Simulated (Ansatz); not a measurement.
# Se (bcc type): the cost of one run

Computed with Ansatz 0.2.0 (DFT, LDA, all-electron LAPW, scalar-relativistic, unless a step's input says otherwise).

### 1 Starting point

Symmetry: Im-3m, No. 229, cubic system. The conventional cell has a = 3.104 Å, b = 3.104 Å, c = 3.104 Å, α = 90.00°, β = 90.00°, γ = 90.00°. Se (site symmetry m-3m) is surrounded by 8 Se at 2.69 Å.

Coordinates:

```cif
data_structure
_symmetry_space_group_name_H-M 'P 1'
_symmetry_Int_Tables_number 1
_cell_length_a 2.6880
_cell_length_b 2.6880
_cell_length_c 2.6880
_cell_angle_alpha 109.471
_cell_angle_beta 109.471
_cell_angle_gamma 109.471
_cell_volume 14.95
loop_
_atom_site_label
_atom_site_type_symbol
_atom_site_fract_x
_atom_site_fract_y
_atom_site_fract_z
_atom_site_occupancy
Se1 Se 0.00000 0.00000 0.00000 1
```

### 2 Bcc relaxed under pressure, LAPW

Contents of input.yaml:

```yaml
crystal:
  lattice:
    - [-1.5519377837, 1.5519377837, 1.5519377837]
    - [1.5519377837, -1.5519377837, 1.5519377837]
    - [1.5519377837, 1.5519377837, -1.5519377837]
  atoms:
    - { symbol: Se, position: [0.0, 0.0, 0.0] }
kpoints:
  mp_grid: { grid: [17, 17, 17] }
scf:
  occupations: { method: fermi_dirac, width: 0.1 }
hamiltonian:
  xc: lda
  pseudopotentials: { kind: all_electron, lapw: { basis_error: 0.0005 } }
output:
  forces: true
  stress: true
  eigenvalues: true
relax:
  f_tol: 0.005
  max_steps: 12
  cell: { p_target: 36.0, stress_tol: 0.03 }
```

Run with:

```
$ ansatz run input.yaml --threads 1 --pin off --max-ram 3584MiB --backend cpu --events-out ev --progress --plain --runs-dir out
```

Q: Estimate wall time and peak memory on 1 thread of Intel Xeon 6975P-C (Granite Rapids), shared host.

About 9.3 s, with a peak of 0.38 GiB.
